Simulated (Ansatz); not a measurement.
# BaH: the cost of one run

Program: Ansatz 0.2.0. Level of theory: DFT PBE, scalar-relativistic, plane waves, PAW. These are calculated values, not measurements.

### 1 The starting structure

The structure is orthorhombic, space group Pnma (No. 62). Conventional cell: a = 10.811 Å, b = 3.780 Å, c = 4.453 Å, α = 90.00°, β = 90.00°, γ = 90.00°. Ba (site symmetry m) has 3 H at 2.54 to 2.59 Å as nearest neighbours. H (site symmetry m) has 3 Ba at 2.54 to 2.59 Å as nearest neighbours.

Coordinates:

```cif
data_structure
_symmetry_space_group_name_H-M 'Pnma'
_symmetry_Int_Tables_number 62
_cell_length_a 10.8111
_cell_length_b 3.7798
_cell_length_c 4.4529
_cell_angle_alpha 90.000
_cell_angle_beta 90.000
_cell_angle_gamma 90.000
_cell_volume 181.96
loop_
_atom_site_label
_atom_site_type_symbol
_atom_site_symmetry_multiplicity
_atom_site_Wyckoff_symbol
_atom_site_fract_x
_atom_site_fract_y
_atom_site_fract_z
_atom_site_occupancy
Ba1 Ba 4 c 0.12100 0.25000 0.10600 1
H1 H 4 c 0.85200 0.25000 0.50300 1
```

This is candidate A: GeS type (Pnma, No. 62).

(A quick probe on a coarse mesh, which set the mesh and smearing, is not shown.)

### 3 Coarse relaxation (candidate A)

input.yaml

```yaml
crystal:
  lattice:
    - [10.8111269557, 0.0, 0.0]
    - [0.0, 3.7797522403, 0.0]
    - [0.0, 0.0, 4.4528588036]
  atoms:
    - { symbol: Ba, position: [0.121, 0.25, 0.106] }
    - { symbol: Ba, position: [0.879, 0.75, 0.894] }
    - { symbol: Ba, position: [0.379, 0.75, 0.606] }
    - { symbol: Ba, position: [0.621, 0.25, 0.394] }
    - { symbol: H, position: [0.852, 0.25, 0.503] }
    - { symbol: H, position: [0.148, 0.75, 0.497] }
    - { symbol: H, position: [0.648, 0.75, 0.003] }
    - { symbol: H, position: [0.352, 0.25, 0.997] }
basis:
  ecutwfc: 420
kpoints:
  mp_grid: { grid: [2, 4, 4] }
hamiltonian:
  xc: pbe
scf:
  occupations: { method: gaussian, width: 0.1 }
  lower_state_search: "off"
output:
  forces: true
  stress: true
  eigenvalues: true
relax:
  adjacent_minimum: "off"
  f_tol: 0.04
  max_steps: 70
  cell: { stress_tol: 0.4 }
```

Started as:

```bash
$ ansatz run input.yaml --threads 1 --pin off --max-ram 2560MiB --backend cpu --events-out ev --progress --plain --runs-dir out
```

What time and memory should one allow on 1 thread of Arm Neoverse V1, shared host?

About 86 s, with a peak of 0.44 GiB.
